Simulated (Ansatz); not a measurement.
**CH₄BI (SMILES BCI): one structure at several levels**

The atoms stand at a structure displaced at random from a GFN2-xTB minimum. How far do the functionals agree with CCSD(T) there?

Computed with Ansatz 0.2.0, Gaussian basis. Level: single points in def2-TZVPP.

Correlated methods freeze the cores. Filled d shells of the heavier atoms are correlated. Core potentials replace the inner electrons past krypton, and spin-orbit coupling is left out. B3LYP uses VWN-RPA correlation.

### Step 1. The starting structure

SMILES `BCI`, 7 atoms, charge 0, spin multiplicity 1.

Atoms are counted from 1 here; the program's logs count them from 0.

Bond lengths: B1–C2 1.579 Å, B1–H4 1.191 Å, B1–H5 1.178 Å, C2–I3 2.218 Å, C2–H6 1.128 Å, C2–H7 1.116 Å. Angles: C2–B1–H4 122.4°, C2–B1–H5 117.9°, H4–B1–H5 119.7°, B1–C2–I3 118.1°, B1–C2–H6 110.8°, B1–C2–H7 110.9°, I3–C2–H6 104.5°, I3–C2–H7 104.6°, H6–C2–H7 107.1°.

As a file:

```mol
CH4BI
  3D, bonds by distance, orders not assigned

  7  6  0  0  0  0  0  0  0  0999 V2000
   -0.8534    0.1722   -0.4933 B   0  0
    0.5473    0.0672    0.2270 C   0  0
    1.0893   -1.8593    1.1830 I   0  0
   -1.6231   -0.7367   -0.5265 H   0  0
   -1.1547    1.2097   -0.9637 H   0  0
    0.6294    0.8280    1.0563 H   0  0
    1.3790    0.2707   -0.4884 H   0  0
  1  2  8  0
  1  4  8  0
  1  5  8  0
  2  3  8  0
  2  6  8  0
  2  7  8  0
M  END
```

### Step 2. CCSD(T)/def2-TZVPP

run/in.yaml

```yaml
crystal:
  periodic: [false, false, false]
  atoms:
    - {symbol: B, position_ang: [-0.853400, 0.172200, -0.493300]}
    - {symbol: C, position_ang: [0.547300, 0.067200, 0.227000]}
    - {symbol: I, position_ang: [1.089300, -1.859300, 1.183000]}
    - {symbol: H, position_ang: [-1.623100, -0.736700, -0.526500]}
    - {symbol: H, position_ang: [-1.154700, 1.209700, -0.963700]}
    - {symbol: H, position_ang: [0.629400, 0.828000, 1.056300]}
    - {symbol: H, position_ang: [1.379000, 0.270700, -0.488400]}
basis:
  gaussian: {orbitals: def2-TZVPP}
correlation: {method: ccsd_t}
output: {forces: true}
```

No record of the launch command was kept for these runs.

### Step 3. PBE0-D4/def2-TZVPP

Edit run/in.yaml of step 2 so:

```diff
@@ -12,3 +12,3 @@
   gaussian: {orbitals: def2-TZVPP}
-correlation: {method: ccsd_t}
-output: {forces: true}
+hamiltonian: {xc: pbe0, dispersion: d4}
+output: {forces: true, orbitals: {seedname: orbitals}}
```

### Step 4. wB97M-V/def2-TZVPP

Edit run/in.yaml of step 3 so:

```diff
@@ -12,3 +12,3 @@
   gaussian: {orbitals: def2-TZVPP}
-hamiltonian: {xc: pbe0, dispersion: d4}
-output: {forces: true, orbitals: {seedname: orbitals}}
+hamiltonian: {xc: {name: wB97M-V}}
+output: {forces: true}
```

### Step 5. r2SCAN-D4/def2-TZVPP

Edit run/in.yaml of step 4 so:

```diff
@@ -12,3 +12,3 @@
   gaussian: {orbitals: def2-TZVPP}
-hamiltonian: {xc: {name: wB97M-V}}
+hamiltonian: {xc: r2scan, dispersion: d4}
 output: {forces: true}
```

### Step 6. PBE-D4/def2-TZVPP

Edit run/in.yaml of step 5 so:

```diff
@@ -12,3 +12,3 @@
   gaussian: {orbitals: def2-TZVPP}
-hamiltonian: {xc: r2scan, dispersion: d4}
+hamiltonian: {xc: pbe, dispersion: d4}
 output: {forces: true}
```

### Step 7. B3LYP-D4/def2-TZVPP

Edit run/in.yaml of step 6 so:

```diff
@@ -12,3 +12,3 @@
   gaussian: {orbitals: def2-TZVPP}
-hamiltonian: {xc: pbe, dispersion: d4}
+hamiltonian: {xc: {name: B3LYP}, dispersion: d4}
 output: {forces: true}
```

### Step 8. HSE06-D4/def2-TZVPP

Edit run/in.yaml of step 7 so:

```diff
@@ -12,3 +12,3 @@
   gaussian: {orbitals: def2-TZVPP}
-hamiltonian: {xc: {name: B3LYP}, dispersion: d4}
+hamiltonian: {xc: hse06, dispersion: d4}
 output: {forces: true}
```

(Steps that only read results are left out.)

Before running it: what results should come out? Wanted: energy less free atoms, CCSD(T)/def2-TZVPP; RMS force component; RMS force error; HOMO and LUMO, PBE0-D4; T1 diagnostic.

The runs gave:

```
                                  quantity                                                                                             value
energy less free atoms, CCSD(T)/def2-TZVPP                                                                                        -22.937 eV
                       RMS force component                                                              0.390 to 0.459 eV/Å over the methods
                           RMS force error  PBE0-D4 0.122, wB97M-V 0.077, r2SCAN-D4 0.166, PBE-D4 0.224, B3LYP-D4 0.154, HSE06-D4 0.124 eV/Å
                    HOMO and LUMO, PBE0-D4                                                                                -7.22 and -1.92 eV
                             T1 diagnostic                                                                                             0.009
```

Against CCSD(T) the functionals' energies less atoms differ by -0.968 to -0.554 eV, PBE-D4 by -0.968 eV. CCSD(T) in triple zeta still lacks some correlation energy of the bonds, so part of these gaps is its own basis error and they don't rank the functionals. On forces the order runs from wB97M-V to PBE-D4. Frozen-core CCSD(T) forces in triple zeta carry basis errors of their own, and this is one geometry, so small gaps rank nothing.
